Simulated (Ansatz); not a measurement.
**CH₄F₂OSi: up Jacob's ladder to CCSD(T)**

An exercise on one series of results from a longer session: the logs are not shown, and one member is left open.

Method: functionals in def2-TZVPP, the program's frozen cores in correlated methods; program: Ansatz 0.2.0, Gaussian basis.

The runs, in order: PBE-D4, r2SCAN-D4, PBE0-D4, B3LYP-D4, ωB97X-V, ωB97M-V, B2PLYP; CCSD(T)/def2-TZVPP; MP2/def2-QZVPP; extrapolation to the limit.

## The relaxed structure

All runs share one geometry, relaxed beforehand with PBE0-D4 in a triple-zeta def2 set.

SMILES `FCO[SiH2]F`, 9 atoms, charge 0, spin multiplicity 1.

Atoms are counted from 1 here; the program's logs count them from 0.

Bond lengths: F1–C2 1.375 Å, C2–O3 1.376 Å, C2–H6 1.092 Å, C2–H7 1.095 Å, O3–Si4 1.639 Å, Si4–F5 1.596 Å, Si4–H8 1.476 Å, Si4–H9 1.474 Å. Angles: F1–C2–O3 110.5°, F1–C2–H6 107.8°, F1–C2–H7 107.1°, O3–C2–H6 108.4°, O3–C2–H7 111.4°, H6–C2–H7 111.5°, C2–O3–Si4 127.4°, O3–Si4–F5 109.3°, O3–Si4–H8 112.3°, O3–Si4–H9 105.3°, F5–Si4–H8 107.1°, F5–Si4–H9 109.1°, H8–Si4–H9 113.7°.

The first run:

Contents of in.yaml:

```yaml
crystal:
  periodic: [false, false, false]
  atoms:
    - {symbol: F, position_ang: [-1.150829, -0.549152, 1.462965]}
    - {symbol: C, position_ang: [-1.155234, 0.476091, 0.547440]}
    - {symbol: O, position_ang: [-0.464564, 0.112436, -0.585567]}
    - {symbol: Si, position_ang: [1.072622, -0.448718, -0.676415]}
    - {symbol: F, position_ang: [2.054051, 0.586820, 0.038058]}
    - {symbol: H, position_ang: [-2.193104, 0.672657, 0.270681]}
    - {symbol: H, position_ang: [-0.697372, 1.344168, 1.032852]}
    - {symbol: H, position_ang: [1.236360, -1.745454, 0.008766]}
    - {symbol: H, position_ang: [1.386471, -0.495248, -2.115778]}
basis:
  gaussian: {orbitals: def2-TZVPP}
hamiltonian: {xc: pbe, dispersion: d4}
output: {forces: true, orbitals: {seedname: orbitals}}
```

Launch:

```
> ansatz run in.yaml --threads 4 --pin off --events-out ev --progress --plain --max-ram 10444MiB
```

Among the steps run: PBE-D4 (GGA); r2SCAN-D4 (meta-GGA); PBE0-D4 (hybrid); B3LYP-D4 (hybrid); ωB97X-V (range-separated); ωB97M-V (range-separated); B2PLYP (double hybrid); CCSD(T) in def2-TZVPP; MP2 in def2-QZVPP.

One of the session's tables, all rows but one given; the rest of the session is left out.

| method | atomisation energy (kcal/mol) |
| --- | --- |
| PBE-D4 | 832.8 |
| r2SCAN-D4 | 821.8 |
| PBE0-D4 | 813.3 |
| B3LYP-D4 | 817.4 |
| ωB97X-V | 824.0 |
| ωB97M-V | 823.0 |
| B2PLYP | 812.8 |
| HF/def2-TZVPP | 596.9 |
| MP2/def2-TZVPP | 823.1 |
| CCSD/def2-TZVPP | 788.9 |
| CCSD(T)/def2-TZVPP | 800.8 |
| MP2/CBS | 846.6 |
| CCSD(T)/CBS | ? |

Q: Estimate the row for CCSD(T)/CBS from the others.

As computed: atomisation energy (kcal/mol): 824.3. In the column «atomisation energy (kcal/mol)» it lies between ωB97X-V (824.0) and PBE-D4 (832.8).

Limits of these values: Free atoms (2 F, 1 C, 1 O, 1 Si, 4 H) were run apart at each level; the atomisation energy is their sum less the molecule, without zero-point or spin-orbit terms.
